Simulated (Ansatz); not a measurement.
# F₂H₂MoO₂S: small, medium and large basis sets

One table from this session's results is given with a row withheld; the runs are named, their logs left out.

Method: one geometry, several basis sets; program: Ansatz 0.2.0, Gaussian basis.

The runs, in order: PBE0-D4/def2-SVP; ωB97M-V/def2-SVP; PBE0-D4/def2-QZVPP; ωB97M-V/def2-QZVPP; the functionals' def2-TZVPP values are taken from earlier runs.

1 further run of the same task is left out (for a known fault of the program). Runs told in other sessions of the task aren't counted.

### The geometry

An earlier PBE0-D4 in a triple-zeta def2 set relaxation fixed the geometry. Mo takes the def2 core potential; no spin-orbit term is included.

8 atoms, charge 0, spin multiplicity 1.

Atoms are counted from 1 here; the program's logs count them from 0.

Bond lengths: O1–Mo2 1.888 Å, O1–H7 0.963 Å, Mo2–O3 1.848 Å, Mo2–F4 1.870 Å, Mo2–F5 1.848 Å, Mo2–S6 2.078 Å, O3–H8 0.963 Å. Angles: Mo2–O1–H7 114.6°, O1–Mo2–O3 85.5°, O1–Mo2–F4 81.5°, O1–Mo2–F5 140.6°, O1–Mo2–S6 109.9°, O3–Mo2–F4 153.8°, O3–Mo2–F5 91.8°, O3–Mo2–S6 103.1°, F4–Mo2–F5 84.0°, F4–Mo2–S6 102.8°, F5–Mo2–S6 108.9°, Mo2–O3–H8 124.9°.

Geometry (Å):

```mol
F2H2MoO2S
  3D, bonds by distance, orders not assigned

  8  7  0  0  0  0  0  0  0  0999 V2000
   -0.1758   -1.3088    0.7329 O   0  0
   -0.0922    0.4133   -0.0355 Mo  0  0
    1.6541   -0.0187   -0.4605 O   0  0
   -1.9447    0.1703   -0.1060 F   0  0
   -0.3372    1.2680   -1.6551 F   0  0
    0.1273    1.8438    1.4561 S   0  0
   -1.0662   -1.6111    0.9426 H   0  0
    1.9269   -0.8137   -0.9301 H   0  0
  1  2  8  0
  2  3  8  0
  2  4  8  0
  2  5  8  0
  2  6  8  0
  1  7  8  0
  3  8  8  0
M  END
```

The first run:

in.yaml

```yaml
crystal:
  periodic: [false, false, false]
  atoms:
    - {symbol: O, position_ang: [-0.175823, -1.308820, 0.732895]}
    - {symbol: Mo, position_ang: [-0.092159, 0.413309, -0.035546]}
    - {symbol: O, position_ang: [1.654132, -0.018719, -0.460482]}
    - {symbol: F, position_ang: [-1.944745, 0.170337, -0.105970]}
    - {symbol: F, position_ang: [-0.337211, 1.268011, -1.655129]}
    - {symbol: S, position_ang: [0.127322, 1.843764, 1.456059]}
    - {symbol: H, position_ang: [-1.066205, -1.611136, 0.942581]}
    - {symbol: H, position_ang: [1.926889, -0.813746, -0.930107]}
basis:
  gaussian: {orbitals: def2-SVP}
hamiltonian: {xc: pbe0, dispersion: d4}
output: {orbitals: {seedname: orbitals}}
```

The run is started by

```console
$ ansatz run in.yaml --threads 4 --pin off --events-out ev --progress --plain --max-ram 11315MiB
```

Steps of the session up to this table: PBE0-D4 in def2-SVP; ωB97M-V in def2-SVP; PBE0-D4 in def2-QZVPP; ωB97M-V in def2-QZVPP.

One table of the session follows, with a row left open; its other results are not shown here.

It belongs to the step «Functionals by basis». 

```
functional       basis  HOMO (eV)  LUMO (eV)
   PBE0-D4    def2-SVP          ?          ?
   PBE0-D4  def2-TZVPP      -8.60      -3.72
   PBE0-D4  def2-QZVPP      -8.60      -3.72
   ωB97M-V    def2-SVP     -10.69      -1.51
   ωB97M-V  def2-TZVPP     -10.73      -1.51
   ωB97M-V  def2-QZVPP     -10.75      -1.52
```

**Question.** Estimate the row for PBE0-D4, def2-SVP.

As computed: HOMO (eV): -8.59; LUMO (eV): -3.75. In the column «HOMO (eV)» it is the highest.
